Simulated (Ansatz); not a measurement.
# BClH3NO: the cost of one run

Method: PBE0-D4/def2-SVP; program: Ansatz 0.2.0, Gaussian basis.

17 further runs of the same task are left out: 1 that didn't finish, 16 set aside as unsound or not needed.

### 1 The system as given

The first end: 7 atoms, charge 0, spin multiplicity 1.

Atoms are counted from 1 here; the program's logs count them from 0.

Bond lengths: B1–O2 1.360 Å, B1–N3 1.393 Å, B1–Cl5 1.788 Å, O2–H6 0.959 Å, N3–H4 1.005 Å, N3–H7 1.002 Å. Angles: O2–B1–N3 120.7°, O2–B1–Cl5 120.0°, N3–B1–Cl5 119.3°, B1–O2–H6 113.0°, B1–N3–H4 121.7°, B1–N3–H7 122.9°, H4–N3–H7 115.4°.

Geometry (Å):

```
B     0.0566    0.2868   -0.0909
O     0.9515    0.7239    0.8356
N    -0.4609   -1.0051   -0.0271
H    -0.1916   -1.6465    0.6979
Cl   -0.4682    1.3740   -1.4098
H     1.2339    1.6278    0.6861
H    -1.1214   -1.3609   -0.6919
```

The second end:

```xyz
7
charge 0, multiplicity 1
B    -0.3219    0.1297   -0.3669
O     0.5461    0.5340    0.9247
N    -0.6095   -1.1444   -0.2477
H     0.6482   -0.3800    1.2618
Cl   -0.4839    1.5598   -1.3934
H     1.4059    0.9332    0.7359
H    -1.1849   -1.6324   -0.9144
```

### 2 The band at PBE0-D4/def2-SVP

Contents of neb/in.yaml:

```yaml
crystal:
  periodic: [false, false, false]
  atoms:
    - {symbol: B, position_ang: [0.056612, 0.286770, -0.090947]}
    - {symbol: O, position_ang: [0.951466, 0.723914, 0.835642]}
    - {symbol: N, position_ang: [-0.460863, -1.005132, -0.027069]}
    - {symbol: H, position_ang: [-0.191572, -1.646550, 0.697889]}
    - {symbol: Cl, position_ang: [-0.468166, 1.374034, -1.409776]}
    - {symbol: H, position_ang: [1.233916, 1.627754, 0.686060]}
    - {symbol: H, position_ang: [-1.121394, -1.360890, -0.691899]}
basis:
  gaussian: {orbitals: def2-SVP}
hamiltonian: {xc: pbe0, dispersion: d4}
neb:
  images: 5
  climbing: true
  max_iterations: 40
  initial_path: idpp
  final_atoms:
    - {symbol: B, position_ang: [-0.321883, 0.129721, -0.366882]}
    - {symbol: O, position_ang: [0.546057, 0.533982, 0.924661]}
    - {symbol: N, position_ang: [-0.609541, -1.144420, -0.247723]}
    - {symbol: H, position_ang: [0.648230, -0.379990, 1.261771]}
    - {symbol: Cl, position_ang: [-0.483859, 1.559817, -1.393440]}
    - {symbol: H, position_ang: [1.405936, 0.933158, 0.735898]}
    - {symbol: H, position_ang: [-1.184940, -1.632368, -0.914384]}
```

Started as:

```bash
ansatz run in.yaml --threads 2 --pin off --events-out ev --progress --plain --max-ram 4352MiB
```

**Question.** How long does this run take on 2 threads of Arm Neoverse V1, shared host?

About 1.7 min.
